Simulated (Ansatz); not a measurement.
# Eu (sc type): how the settings move a single-point run

Aim: see which settings change the result for Eu (sc type), by how much, and at what cost.

Method: reference: DFT, LDA, all-electron LAPW, scalar-relativistic, in Ansatz 0.2.0.

3 further runs of the same task are left out: 3 that didn't finish. Runs told in other sessions of the task aren't counted.

### Step 1. Starting point

It takes space group Pm-3m (No. 221, cubic). Conventional cell: a = 2.827 Å, b = 2.827 Å, c = 2.827 Å, α = 90.00°, β = 90.00°, γ = 90.00°. Around Eu (site symmetry m-3m) lie 6 Eu at 2.83 Å.

Coordinates:

```
CELL_PARAMETERS angstrom
2.82667 0.00000 0.00000
0.00000 2.82667 0.00000
0.00000 0.00000 2.82667
ATOMIC_POSITIONS crystal
Eu 0.00000 0.00000 0.00000
```

### Step 2. The reference run

The input, input.yaml:

```yaml
crystal:
  lattice:
    - [2.8266725476, 0.0, 0.0]
    - [0.0, 2.8266725476, 0.0]
    - [0.0, 0.0, 2.8266725476]
  atoms:
    - { symbol: Eu, position: [0.0, 0.0, 0.0], spin: 7.0 }
magnetization:
  spin_polarized: true
kpoints:
  mp_grid: { grid: [11, 11, 11] }
scf:
  occupations: { method: fermi_dirac, width: 0.05 }
hamiltonian:
  xc: lda
  pseudopotentials: { kind: all_electron, lapw: { basis_error: 0.001 } }
output:
  forces: true
  stress: true
  eigenvalues: true
  populations: true
```

Started as:

```
$ ansatz run input.yaml --threads 1 --pin off --max-ram 3072MiB --backend cpu --events-out ev --progress --plain --runs-dir out
```

### Step 3. Changing settings: xc rpbe

input.yaml, as its differences from that of step 2:

```diff
@@ -14,3 +14,3 @@
 hamiltonian:
-  xc: lda
+  xc: rpbe
   pseudopotentials: { kind: all_electron, lapw: { basis_error: 0.001 } }
```

Before running it: what results should come out? Wanted: for each run, ending; energy change; pressure; abs. moment; force.

The runs gave:

| run | ending | energy change | pressure (GPa) | abs. moment (μB) | force (eV/Å) | cycles | time |
| --- | --- | --- | --- | --- | --- | --- | --- |
| reference | converged | - | 15.8 | 7.18 | 0.00 | 13 | 42 s |
| 1: xc rpbe | converged | not comparable | 27.6 | 7.22 | 0.00 | 12 | 49 s |

Residual by cycle in the longest SCF loop of each run; runs are numbered as in the table. The quantity is the density residual dr2, in eV.

| cycle | reference | run 1 |
| --- | --- | --- |
| 1 | 0.0292 | 0.0551 |
| 2 | 0.0152 | 0.0323 |
| 3 | 0.00107 | 0.00226 |
| 4 | 5.5e-4 | 5.3e-4 |
| 5 | 9.3e-5 | 7.4e-5 |
| 6 | 4.3e-4 | 4.0e-4 |
| 8 | 7.0e-7 | 6.3e-7 |
| 9 | 7.3e-8 | 2.8e-7 |
| 10 | 4.9e-8 | 2.1e-8 |
| 11 | 9.7e-10 | 8.1e-10 |
| 12 | 1.2e-10 | 1.3e-10 |
| 13 | 1.4e-10 | - |

What this shows: After a change of functional the difference of the totals has no physical meaning; the pressure goes from 15.8 to 27.6 GPa. At this fixed cell a higher pressure means that this functional prefers a larger volume than the reference. The structure is not at rest: the sound run finds 16 GPa, so these are no properties of the relaxed crystal. 
